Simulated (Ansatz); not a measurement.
# ClH₃S₃Ti: small, medium and large basis sets

An exercise on one series of results from a longer session: the logs are not shown, and one member is left open.

Computed with Ansatz 0.2.0, Gaussian basis. Level: one geometry, several basis sets.

Plan: PBE0-D4/def2-SVP; ωB97M-V/def2-SVP; PBE0-D4/def2-QZVPP; ωB97M-V/def2-QZVPP; the functionals' def2-TZVPP values are taken from earlier runs.

## The geometry

All runs share one geometry, relaxed beforehand with PBE0-D4 in a triple-zeta def2 set.

8 atoms, charge 0, spin multiplicity 1.

Atoms are counted from 1 here; the program's logs count them from 0.

Bond lengths: S1–Ti2 2.273 Å, S1–H6 1.347 Å, Ti2–S3 2.273 Å, Ti2–S4 2.273 Å, Ti2–Cl5 2.174 Å, S3–H7 1.347 Å, S4–H8 1.347 Å. Angles: Ti2–S1–H6 91.3°, S1–Ti2–S3 108.9°, S1–Ti2–S4 108.9°, S1–Ti2–Cl5 110.0°, S3–Ti2–S4 108.9°, S3–Ti2–Cl5 110.0°, S4–Ti2–Cl5 110.0°, Ti2–S3–H7 91.3°, Ti2–S4–H8 91.3°.

The first run:

Contents of in.yaml:

```yaml
crystal:
  periodic: [false, false, false]
  atoms:
    - {symbol: S, position_ang: [-1.619347, 1.359946, -0.222389]}
    - {symbol: Ti, position_ang: [0.459839, 0.478852, 0.038813]}
    - {symbol: S, position_ang: [0.492166, -0.788514, 1.925678]}
    - {symbol: S, position_ang: [0.928939, -0.846406, -1.747610]}
    - {symbol: Cl, position_ang: [1.930027, 2.073552, 0.188830]}
    - {symbol: H, position_ang: [-2.137063, 0.477995, 0.653534]}
    - {symbol: H, position_ang: [0.408507, -1.921758, 1.203261]}
    - {symbol: H, position_ang: [-0.370968, -0.890568, -2.096016]}
basis:
  gaussian: {orbitals: def2-SVP}
hamiltonian: {xc: pbe0, dispersion: d4}
output: {orbitals: {seedname: orbitals}}
```

On the command line:

```console
ansatz run in.yaml --threads 4 --pin off --events-out ev --progress --plain --max-ram 10444MiB
```

Among the steps run: PBE0-D4 in def2-SVP; ωB97M-V in def2-SVP; PBE0-D4 in def2-QZVPP; ωB97M-V in def2-QZVPP.

One table of the session follows, with a row left open; its other results are not shown here.

It belongs to the step «Functionals by basis». 

```
functional       basis  HOMO (eV)  LUMO (eV)
   PBE0-D4    def2-SVP      -7.94      -3.16
   PBE0-D4  def2-TZVPP      -8.01      -3.17
   PBE0-D4  def2-QZVPP          ?          ?
   ωB97M-V    def2-SVP     -10.01      -0.98
   ωB97M-V  def2-TZVPP     -10.12      -1.05
   ωB97M-V  def2-QZVPP     -10.15      -1.09
```

Q: Estimate the row for PBE0-D4, def2-QZVPP from the others.

As computed: HOMO (eV): -8.02; LUMO (eV): -3.19. In the column «HOMO (eV)» it lies between ωB97M-V, def2-SVP (-10.01) and PBE0-D4, def2-TZVPP (-8.01).
